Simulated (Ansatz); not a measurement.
Geometry optimisation, DFT PBE-D3(BJ), scalar-relativistic, plane waves, PAW in Ansatz.

The input (input.yaml):

```yaml
crystal:
  lattice:
    - [8.1, 0.0, 0.0]
    - [0.0, 8.1, 0.0]
    - [0.0, 0.0, 8.1]
  atoms:
    - { symbol: Al, position: [0.5, 0.0, 0.0] }
    - { symbol: Al, position: [0.75, 0.25, 0.0] }
    - { symbol: Al, position: [0.75, 0.0, 0.25] }
    - { symbol: Al, position: [0.0, 0.0, 0.0] }
    - { symbol: Al, position: [0.25, 0.25, 0.0] }
    - { symbol: Al, position: [0.5, 0.5, 0.0] }
    - { symbol: Al, position: [0.75, 0.75, 0.0] }
    - { symbol: Al, position: [0.25, 0.0, 0.25] }
    - { symbol: Al, position: [0.5, 0.25, 0.25] }
    - { symbol: Al, position: [0.75, 0.5, 0.25] }
    - { symbol: Al, position: [0.5, 0.0, 0.5] }
    - { symbol: Al, position: [0.75, 0.25, 0.5] }
    - { symbol: Al, position: [0.75, 0.0, 0.75] }
    - { symbol: Al, position: [0.0, 0.5, 0.0] }
    - { symbol: Al, position: [0.25, 0.75, 0.0] }
    - { symbol: Al, position: [0.0, 0.25, 0.25] }
    - { symbol: Al, position: [0.25, 0.5, 0.25] }
    - { symbol: Al, position: [0.5, 0.75, 0.25] }
    - { symbol: Al, position: [0.0, 0.0, 0.5] }
    - { symbol: Al, position: [0.25, 0.25, 0.5] }
    - { symbol: Al, position: [0.5, 0.5, 0.5] }
    - { symbol: Al, position: [0.75, 0.75, 0.5] }
    - { symbol: Al, position: [0.25, 0.0, 0.75] }
    - { symbol: Al, position: [0.5, 0.25, 0.75] }
    - { symbol: Al, position: [0.75, 0.5, 0.75] }
    - { symbol: Al, position: [0.0, 0.75, 0.25] }
    - { symbol: Al, position: [0.0, 0.5, 0.5] }
    - { symbol: Al, position: [0.25, 0.75, 0.5] }
    - { symbol: Al, position: [0.0, 0.25, 0.75] }
    - { symbol: Al, position: [0.25, 0.5, 0.75] }
    - { symbol: Al, position: [0.5, 0.75, 0.75] }
    - { symbol: Al, position: [0.0, 0.75, 0.75] }
    - { symbol: Si, position: [0.7585628, 0.2508911, 0.2451735] }
basis:
  ecutwfc: 420.0
kpoints:
  mp_grid: { grid: [2, 2, 2] }
hamiltonian:
  xc: pbe
  dispersion: d3bj
  pseudopotentials: { kind: paw, azcp: { folder: soft_1 } }
scf:
  occupations: { method: gaussian, width: 0.05 }
  lower_state_search: "off"
relax:
  f_tol: 0.03
  max_steps: 60
  adjacent_minimum: "off"
```

Command:

```bash
$ ansatz run input.yaml --threads 2 --pin off --max-ram 5120MiB --backend cpu --events-out ev --progress --plain --runs-dir out
```

**Question.** Where does it end, and by what steps?

**Answer.** The forces met the threshold. Limits of this set-up: coarse k mesh. After 5 steps the energy has fallen by 6.978 eV; Al16 moved furthest, 0.42 Å. The start is strongly strained (largest force component 9 eV/Å).

```json
{"step": "0", "energy less start (eV)": "0.0000", "largest force component (eV/Å)": "8.990", "accepted": "yes"}
{"step": "1", "energy less start (eV)": "-5.1636", "largest force component (eV/Å)": "3.080", "accepted": "yes"}
{"step": "2", "energy less start (eV)": "-6.6694", "largest force component (eV/Å)": "1.205", "accepted": "yes"}
{"step": "3", "energy less start (eV)": "-6.2215", "largest force component (eV/Å)": "1.410", "accepted": "no"}
{"step": "4", "energy less start (eV)": "-6.9700", "largest force component (eV/Å)": "0.072", "accepted": "yes"}
{"step": "5", "energy less start (eV)": "-6.9777", "largest force component (eV/Å)": "0.029", "accepted": "yes"}
```

```xyz
33
Lattice="8.1000 0.0000 0.0000 0.0000 8.1000 0.0000 0.0000 0.0000 8.1000" Properties=species:S:1:pos:R:3
Al 4.042 -0.010 -0.012
Al 6.075 2.025 -0.413
Al 6.075 -0.409 2.025
Al 0.011 -0.009 -0.010
Al 2.028 2.025 -0.095
Al 4.042 4.060 -0.011
Al 6.077 6.075 -0.095
Al 2.028 -0.094 2.024
Al 3.646 2.025 2.025
Al 6.075 4.461 2.025
Al 4.041 -0.011 4.060
Al 6.076 2.025 4.457
Al 6.077 -0.094 6.073
Al 0.011 4.059 -0.010
Al 2.026 6.075 -0.028
Al 0.416 2.025 2.025
Al 2.028 4.144 2.024
Al 3.957 6.075 2.024
Al 0.012 -0.010 4.059
Al 2.028 2.025 4.143
Al 4.041 4.061 4.059
Al 6.077 6.075 4.143
Al 2.026 -0.026 6.074
Al 3.957 2.025 6.073
Al 6.077 4.144 6.073
Al 0.095 6.075 2.024
Al 0.012 4.060 4.059
Al 2.026 6.075 4.075
Al 0.095 2.025 6.073
Al 2.026 4.077 6.074
Al 4.025 6.075 6.074
Al 0.028 6.075 6.074
Si 6.083 2.026 2.021
```

Whether the end is a true minimum wasn't checked by a vibrational analysis.

The run took 43 s on 2 threads of Intel(R) Xeon(R) Platinum 8375C CPU @ 2.90GHz (Ice Lake), on a shared host, peak memory 1.1 GiB.
